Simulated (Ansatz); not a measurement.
**F2GeH4OSi: a ladder of functionals and wavefunction methods**

The task here is to estimate one member of a computed series from the others.

Method: functionals in def2-TZVPP, the program's frozen cores in correlated methods; program: Ansatz 0.2.0, Gaussian basis.

Levels to be run: PBE-D4, r2SCAN-D4, PBE0-D4, B3LYP-D4, ωB97X-V, ωB97M-V, B2PLYP; CCSD(T)/def2-TZVPP; MP2/def2-QZVPP; extrapolation to the limit.

### The geometry

The geometry comes from an earlier relaxation with PBE0-D4 in a triple-zeta def2 set; it is a stationary point, not always the lowest conformer.

SMILES `F[SiH](F)[O][GeH3]`, 9 atoms, charge 0, spin multiplicity 1.

Atoms are counted from 1 here; the program's logs count them from 0.

Bond lengths: F1–Si2 1.586 Å, Si2–F3 1.586 Å, Si2–O4 1.597 Å, Si2–H6 1.465 Å, O4–Ge5 1.787 Å, Ge5–H7 1.534 Å, Ge5–H8 1.531 Å, Ge5–H9 1.534 Å. Angles: F1–Si2–F3 105.7°, F1–Si2–O4 110.8°, F1–Si2–H6 109.2°, F3–Si2–O4 110.8°, F3–Si2–H6 109.2°, O4–Si2–H6 111.0°, Si2–O4–Ge5 140.1°, O4–Ge5–H7 107.6°, O4–Ge5–H8 104.7°, O4–Ge5–H9 107.6°, H7–Ge5–H8 112.2°, H7–Ge5–H9 111.9°, H8–Ge5–H9 112.2°.

As a file:

```tsv
atom	x (Å)	y (Å)	z (Å)
F1	-1.33236	0.49765	1.90859
Si2	-1.06812	1.06321	0.45019
F3	-0.07240	2.28384	0.63796
O4	-0.42206	-0.05824	-0.48571
Ge5	1.01312	-1.12094	-0.56055
H6	-2.32957	1.55266	-0.11256
H7	2.25573	-0.22260	-0.59315
H8	0.83952	-1.91669	-1.85661
H9	0.99006	-2.02138	0.68074
```

The first run:

Input file in.yaml:

```yaml
crystal:
  periodic: [false, false, false]
  atoms:
    - {symbol: F, position_ang: [-1.332364, 0.497646, 1.908589]}
    - {symbol: Si, position_ang: [-1.068120, 1.063207, 0.450185]}
    - {symbol: F, position_ang: [-0.072400, 2.283838, 0.637961]}
    - {symbol: O, position_ang: [-0.422064, -0.058236, -0.485707]}
    - {symbol: Ge, position_ang: [1.013122, -1.120943, -0.560552]}
    - {symbol: H, position_ang: [-2.329574, 1.552660, -0.112559]}
    - {symbol: H, position_ang: [2.255726, -0.222601, -0.593147]}
    - {symbol: H, position_ang: [0.839519, -1.916688, -1.856613]}
    - {symbol: H, position_ang: [0.990056, -2.021383, 0.680744]}
basis:
  gaussian: {orbitals: def2-TZVPP}
hamiltonian: {xc: pbe, dispersion: d4}
output: {forces: true, orbitals: {seedname: orbitals}}
```

The run is started by

```console
$ ansatz run in.yaml --threads 4 --pin off --events-out ev --progress --plain --max-ram 10444MiB
```

Steps of the session up to this table: PBE-D4 (GGA); r2SCAN-D4 (meta-GGA); PBE0-D4 (hybrid); B3LYP-D4 (hybrid); ωB97X-V (range-separated); ωB97M-V (range-separated); B2PLYP (double hybrid); CCSD(T) in def2-TZVPP; MP2 in def2-QZVPP.

One of the session's tables, all rows but one given; the rest of the session is left out.

```
            method  atomisation energy (kJ/mol)
            PBE-D4                       3261.5
         r2SCAN-D4                            ?
           PBE0-D4                       3204.6
          B3LYP-D4                       3241.3
           ωB97X-V                       3289.1
           ωB97M-V                       3266.3
            B2PLYP                       3236.7
     HF/def2-TZVPP                       2426.4
    MP2/def2-TZVPP                       3295.2
   CCSD/def2-TZVPP                       3173.3
CCSD(T)/def2-TZVPP                       3216.1
           MP2/CBS                       3382.4
       CCSD(T)/CBS                       3303.3
```

Estimate the missing values for r2SCAN-D4.

As computed: atomisation energy (kJ/mol): 3274.7. In the column «atomisation energy (kJ/mol)» it lies between ωB97M-V (3266.3) and ωB97X-V (3289.1).
